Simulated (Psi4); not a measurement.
**GaH3O2 (SMILES [OH][GaH][OH]), step by step**

We compute a series of 10 runs (PBE-D4/def2-SVP, PBE0-D4/def2-TZVP, PBE-D4/def2-TZVPP, r2SCAN-D4/def2-TZVPP, B3LYP-D4/def2-TZVPP, PBE0-D4/def2-TZVPP, wB97M-V/def2-TZVPP, CCSD(T)/def2-TZVPP, and more) of GaH3O2. 

Program for the calculation: Psi4 1.11.

**1. Starting point**

GaH3O2 has 6 atoms, charge 0, and is taken as a singlet. As SMILES, `[OH][GaH][OH]`. Geometry: a GFN2-xTB, rattled relaxation, a rough one for these elements and not checked as a minimum. This is one conformer, not always the lowest. The run starts from this shape.

Bond lengths: O1–Ga2 1.746 Å, Ga2–O3 1.734 Å, O1–H4 0.983 Å, Ga2–H5 1.465 Å, O3–H6 0.980 Å. Angles: O1–Ga2–O3 116.0°, O1–Ga2–H5 126.7°, O3–Ga2–H5 117.3°, Ga2–O1–H4 133.9°, Ga2–O3–H6 129.3°.

**2. A geometry optimisation at PBE-D4/def2-SVP (density fitting) (run 1)**

gah3o2.dat

```
memory 3300 mb

molecule system {
  0 1
  O     -1.260932    -0.550210    -0.396624
  Ga     0.159926     0.440055    -0.177020
  O      1.342108    -0.165515     0.938318
  H     -2.030321    -0.512246    -1.007328
  H      0.474035     1.688773    -0.876159
  H      1.306977    -0.962108     1.507890
  units angstrom
  symmetry c1
}

set globals {
  basis def2-SVP
  scf_type df
  geom_maxiter 60
  max_force_g_convergence 0.0005
}

e, wfn = opt('pbe-d4', return_wfn=True)
print_variables()
```

Run with:

```bash
psi4 gah3o2.dat gah3o2.out -n 2
```

gah3o2.out:

```text
[...]
  Running in c1 symmetry.
[...]
  Nuclear repulsion =  201.105231306790046
[...]
  Multiplicity = 1
[...]
  Nalpha       = 25
  Nbeta        = 25
[...]
    Number of basis functions: 75
[...]
   @DF-RKS iter   1: -2074.43578734213270   -1.34875e+00   3.50970e-02 ADIIS/DIIS
[...]
   @DF-RKS iter   8: -2076.33856337155839   -1.36424e-12   6.78259e-09 DIIS
[...]
  @DF-RKS Final Energy: -2076.33856337155839
   => Energetics <=
    Nuclear Repulsion Energy =            196.0935876315002986
    One-Electron Energy =               -3283.6305497061584902
    Two-Electron Energy =                1104.0908346020651152
    DFT Exchange-Correlation Energy =     -92.8894804400354275
    Empirical Dispersion Energy =          -0.0029554589295452
    VV10 Nonlocal Energy =                  0.0000000000000000
    Total Energy =                      -2076.3385633715583936
[...]
  -Total Gradient:
     Atom            X                  Y                   Z
    ------   -----------------  -----------------  -----------------
       1        0.000162852331    -0.000257163750     0.000478451134
       2       -0.000619448834     0.000192238665    -0.000742950025
       3        0.000562664887     0.000369699135     0.000104777550
       4       -0.000082852135     0.000061736273    -0.000204038947
       5        0.000137040897    -0.000251323156     0.000374207383
       6       -0.000195460784    -0.000215207243     0.000043616083
[...]
```

The script printed:

```text
Optimizer: Optimization complete!
```

Wall time 4.3 min (2 threads of Intel Xeon at 2.50GHz (Skylake/Cascade Lake), shared host); peak memory 0.59 GiB.

Step by step:

```
step  energy from the first frame kept (eV)  largest force (eV/Å)
   0                                 0.0000                1.9262
   1                                -0.2027                0.7426
   2                                -0.2812                0.5165
   3                                -0.3139                0.2205
   4                                -0.3164                0.0898
   5                                -0.3169                0.0507
```

After the run. Bond lengths: O1–Ga2 1.805 Å, Ga2–O3 1.797 Å, O1–H4 0.975 Å, Ga2–H5 1.559 Å, O3–H6 0.976 Å. Angles: O1–Ga2–O3 112.6°, O1–Ga2–H5 127.5°, O3–Ga2–H5 119.8°, Ga2–O1–H4 112.5°, Ga2–O3–H6 110.9°.

**3. A geometry optimisation at PBE0-D4/def2-TZVP (density fitting) (run 2)**

calc.inp

```
memory 3300 mb

molecule mol {
  0 1
  O     -1.258749    -0.665412    -0.326572
  Ga     0.153163     0.451610    -0.200870
  O      1.380530    -0.115931     0.982635
  H     -1.919262    -0.361261    -0.975779
  H      0.382101     1.784860    -0.976454
  H      1.105956    -0.958054     1.392651
  symmetry c1
}

set {
  basis def2-TZVP
  scf_type df
  geom_maxiter 50
  max_force_g_convergence 0.0002
}

result = opt('pbe0-d4')
```

Run with:

```bash
psi4 -i calc.inp -o calc.out -n 2
```

calc.out:

```text
[...]
  Running in c1 symmetry.
[...]
  Nuclear repulsion =  196.093598284949394
[...]
  Multiplicity = 1
[...]
  Nalpha       = 25
  Nbeta        = 25
[...]
    Number of basis functions: 128
[...]
   @DF-RKS iter   1: -2074.84980004239105   -1.74417e+00   2.55166e-02 ADIIS/DIIS
[...]
   @DF-RKS iter   8: -2076.81628724462962   -5.00222e-12   5.82192e-09 DIIS
[...]
  @DF-RKS Final Energy: -2076.81628724462962
   => Energetics <=
    Nuclear Repulsion Energy =            198.1387639975376658
    One-Electron Energy =               -3289.0515099410072253
    Two-Electron Energy =                1084.3776029836269572
    DFT Exchange-Correlation Energy =     -70.2786584993566521
    Empirical Dispersion Energy =          -0.0024857854307139
    VV10 Nonlocal Energy =                  0.0000000000000000
    Total Energy =                      -2076.8162872446296205
[...]
  -Total Gradient:
     Atom            X                  Y                   Z
    ------   -----------------  -----------------  -----------------
       1        0.000052783842    -0.000005249361     0.000052292704
       2       -0.000012579775    -0.000031932877    -0.000048434183
       3       -0.000076103309     0.000034812514    -0.000051099740
       4       -0.000063747190    -0.000049919613    -0.000001778393
       5       -0.000005033826    -0.000018235536     0.000032311160
       6        0.000066724640     0.000003833052     0.000038872149
[...]
```

On the terminal:

```text
Optimizer: Optimization complete!
```

It took 3 min on 2 threads of Intel Xeon at 2.50GHz (Skylake/Cascade Lake), shared host; peak memory 0.78 GiB.

Step by step:

```
step  energy from the first frame kept (eV)  largest force (eV/Å)
   0                                 0.0000                0.7936
   1                                -0.0227                0.1332
   2                                -0.0244                0.0783
   3                                -0.0240                0.0905
   4                                -0.0251                0.0050
```

After the run. Bond lengths: O1–Ga2 1.786 Å, Ga2–O3 1.776 Å, O1–H4 0.959 Å, Ga2–H5 1.547 Å, O3–H6 0.960 Å. Angles: O1–Ga2–O3 112.5°, O1–Ga2–H5 125.8°, O3–Ga2–H5 121.7°, Ga2–O1–H4 115.1°, Ga2–O3–H6 112.7°.

**4. The harmonic vibrations at PBE0-D4/def2-TZVP (density fitting) (run 3)**

calc.dat

```
memory 3300 MB

molecule {
  0 1
  O     -1.246494    -0.645233    -0.339385
  Ga     0.156455     0.450314    -0.196979
  O      1.355783    -0.129096     0.978432
  H     -1.917712    -0.366637    -0.964780
  H      0.358543     1.768050    -0.980937
  H      1.101066    -0.958522     1.390118
  symmetry c1
}

set {
  basis                      def2-TZVP
  scf_type                   df
  rotational_symmetry_number 1
}

e, wfn = frequency("pbe0-d4", return_wfn=True)
```

Run with:

```bash
psi4 calc.dat calc.out -n 2
```

calc.out:

```text
Psi4 1.11 release

         ----------------------------------------------------------
                                   FINDIF
         ----------------------------------------------------------

[... 216 lines left out ...]
   @DF-RKS iter   6: -2076.81605989355967   -2.98759e-02   1.73215e-04 DIIS/ADIIS
[... 142 lines left out ...]
    Weights Tolerance      =       1.00E-15
[... 180 lines left out ...]
  @DF-RKS Final Energy: -2076.81628596540668
[... 152 lines left out ...]
   @DF-RKS iter   7: -2076.81625232606075   -1.96141e-04   7.62761e-05 DIIS
[... 111 lines left out ...]
    Weights Tolerance      =       1.00E-15
[... 11 lines left out ...]
	total time  =         11 seconds =       0.18 minutes

    Psi4 run time: 0:01:06.93

[set-up sections that repeat, and orbital energies of the middle runs, are left out above]
```

It took 12 min on 2 threads of Intel Xeon at 2.50GHz (Skylake/Cascade Lake), shared host.

Time ran out before the run finished.

Runs 4 to 9 aren't shown in full; the table further down has their settings and results.

**5. A single-point energy at MP2/def2-QZVPP (density fitting, density fitting for correlation) (run 10)**

gah3o2.dat

```
memory 3300 mb

molecule system {
  O     -1.246494    -0.645233    -0.339385
  Ga     0.156455     0.450314    -0.196979
  O      1.355783    -0.129096     0.978432
  H     -1.917712    -0.366637    -0.964780
  H      0.358543     1.768050    -0.980937
  H      1.101066    -0.958522     1.390118
  units angstrom
  symmetry c1
}

set basis def2-QZVPP
set reference rhf
set scf_type df
set num_frozen_docc 11

energy("mp2")
```

Run with:

```bash
psi4 -n 2 gah3o2.dat gah3o2.out
```

gah3o2.out:

```text
[...]
  Running in c1 symmetry.
[...]
  Nuclear repulsion =  198.138772386093024
[...]
  Multiplicity = 1
[...]
  Nalpha       = 25
  Nbeta        = 25
[...]
    Number of basis functions: 293
[...]
   @DF-RHF iter   1: -2073.19466187009812   -3.12772e+00   1.15571e-02 ADIIS/DIIS
[...]
   @DF-RHF iter  12: -2074.89837511025780   -8.45830e-11   7.04158e-09 DIIS
[...]
  @DF-RHF Final Energy: -2074.89837511025780
   => Energetics <=
    Nuclear Repulsion Energy =            198.1387723860930237
    One-Electron Energy =               -3290.2075058728637487
    Two-Electron Energy =                1017.1703583765126950
    Total Energy =                      -2074.8983751102578026
[...]
 Multipole Moments:
 ------------------------------------------------------------------------------------
     Multipole            Electronic (a.u.)      Nuclear  (a.u.)        Total (a.u.)
 ------------------------------------------------------------------------------------
 L = 1.  Multiply by 2.5417464519 to convert [e a0] to [Debye]
 Dipole X            :          0.5159340           -1.0205393           -0.5046053
 Dipole Y            :          2.1474114           -1.8513748            0.2960367
 Dipole Z            :         -1.1628516            0.6309937           -0.5318579
 Magnitude           :                                                    0.7906561
[...]
```

Run time: 45 s. Hardware: 2 threads of Intel Xeon at 2.50GHz (Skylake/Cascade Lake), shared host; peak memory 0.84 GiB.

**6. All runs side by side**

```
run                                                                  level  geom maxiter  max force g convergence   energy (Eh)  HOMO energy (eV)  LUMO energy (eV)  HOMO–LUMO gap (eV)  wall time
  1                                      PBE-D4/def2-SVP (density fitting)            60                   0.0005  -2076.338563             -6.64             -1.15                5.49    4.3 min
  2                                    PBE0-D4/def2-TZVP (density fitting)            50                   0.0002  -2076.816287             -8.67             -0.52                8.15      3 min
  3                                    PBE0-D4/def2-TZVP (density fitting)             –                        –       timeout                 –                 –                   –     12 min
  4                                    PBE-D4/def2-TZVPP (density fitting)             –                        –  -2076.783714             -7.01             -1.30                5.71       64 s
  5                                 r2SCAN-D4/def2-TZVPP (density fitting)             –                        –       timeout                 –                 –                   –      2 min
  6                                  B3LYP-D4/def2-TZVPP (density fitting)             –                        –  -2077.292184             -8.41             -0.83                7.58    1.7 min
  7                                   PBE0-D4/def2-TZVPP (density fitting)             –                        –  -2076.819738             -8.68             -0.53                8.15    1.9 min
  8                                   wB97M-V/def2-TZVPP (density fitting)             –                        –       timeout                 –                 –                   –      2 min
  9  CCSD(T)/def2-TZVPP (density fitting, density fitting for correlation)             –                        –       timeout                 –                 –                   –    7.9 min
 10      MP2/def2-QZVPP (density fitting, density fitting for correlation)             –                        –  -2075.904840            -12.83              1.65               14.48       45 s
```

**7. What came out**

```
                                                            quantity           value
                                run 10, MP2/def2-QZVPP: total energy  -2075.90484 Eh
         run 10, MP2/def2-QZVPP: HOMO energy (Hartree–Fock orbitals)       -12.83 eV
         run 10, MP2/def2-QZVPP: LUMO energy (Hartree–Fock orbitals)         1.65 eV
       run 10, MP2/def2-QZVPP: HOMO–LUMO gap (Hartree–Fock orbitals)        14.48 eV
run 10, MP2/def2-QZVPP: correlation energy (11 core orbitals frozen)     -1006.5 mEh
```

**Reading.** Over runs 4, 6, 7 the dipole moment (its size) runs from 1.61 D (PBE-D4/def2-TZVPP) to 1.74 D (PBE0-D4/def2-TZVPP). Over runs 4, 6, 7 the HOMO–LUMO gap runs from 5.71 eV (PBE-D4/def2-TZVPP) to 8.15 eV (PBE0-D4/def2-TZVPP). Totals of different functionals can't be ranked against each other. All runs together took 37 min, the longest 12 min. 4 of the 10 runs did not end normally.
